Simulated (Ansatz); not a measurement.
# Cu: the cost of one run

Computed with Ansatz 0.2.0 (DFT PBEsol, scalar-relativistic, plane waves, PAW, unless a step's input says otherwise).

5 further runs of the same task are left out: 1 for a known fault of the program, 1 that didn't finish, 3 set aside as unsound or not needed.

### 1 The system as given

Symmetry: P6_3/mmc, No. 194, hexagonal system. The conventional cell has a = 2.520 Å, b = 2.520 Å, c = 8.235 Å, α = 90.00°, β = 90.00°, γ = 120.00°. Around Cu (site symmetry -3m) lie 12 Cu at 2.52 Å. Around Cu (site symmetry -6m2) lie 12 Cu at 2.52 Å.

Coordinates:

```cif
data_structure
_symmetry_space_group_name_H-M 'P 1'
_symmetry_Int_Tables_number 1
_cell_length_a 2.5198
_cell_length_b 2.5198
_cell_length_c 8.2353
_cell_angle_alpha 90.000
_cell_angle_beta 90.000
_cell_angle_gamma 120.000
_cell_volume 45.28
loop_
_atom_site_label
_atom_site_type_symbol
_atom_site_fract_x
_atom_site_fract_y
_atom_site_fract_z
_atom_site_occupancy
Cu1 Cu 0.00000 0.00000 0.00000 1
Cu2 Cu 0.33333 0.66667 0.25000 1
Cu3 Cu 0.00000 0.00000 0.50000 1
Cu4 Cu 0.66667 0.33333 0.75000 1
```

It goes back to an entry of the Materials Project, which need not be the stable form.

It is the result of an earlier relaxation at this level (volume 11.32 Å³/atom; gap on the mesh: none (metal)).

The unstrained cell comes from an earlier run at this level (4 atoms, E(σ→0) -26355.0766 eV, gap none (metal)).

### 2 At -1.5 %

input.yaml

```yaml
crystal:
  lattice:
    - [2.5292476726, 0.0, 0.0]
    - [-1.2646238363, 2.1903927369, 0.0]
    - [0.0, 0.0, 8.1117259579]
  atoms:
    - { symbol: Cu, position: [0.0, 0.0, 0.0] }
    - { symbol: Cu, position: [0.3333333333, 0.6666666667, 0.25] }
    - { symbol: Cu, position: [0.0, 0.0, 0.5] }
    - { symbol: Cu, position: [0.6666666667, 0.3333333333, 0.75] }
basis:
  ecutwfc: 420
kpoints:
  mp_grid: { grid: [24, 24, 6] }
hamiltonian:
  xc: pbesol
scf:
  occupations: { method: gaussian, width: 0.1 }
output:
  forces: true
  stress: true
  eigenvalues: true
relax:
  adjacent_minimum: "off"
  f_tol: 0.008
  max_steps: 40
  cell: { stress_tol: 0.015, fix: [c, angles] }
```

On the command line:

```console
$ ansatz run input.yaml --threads 1 --pin off --max-ram 2560MiB --backend cpu --events-out ev --progress --plain --runs-dir out
```

**Question.** How long does this run take on 1 thread of AMD EPYC 9R45 (Zen 5), shared host, and how much memory does it need?

About 75 s, with a peak of 1.2 GiB.
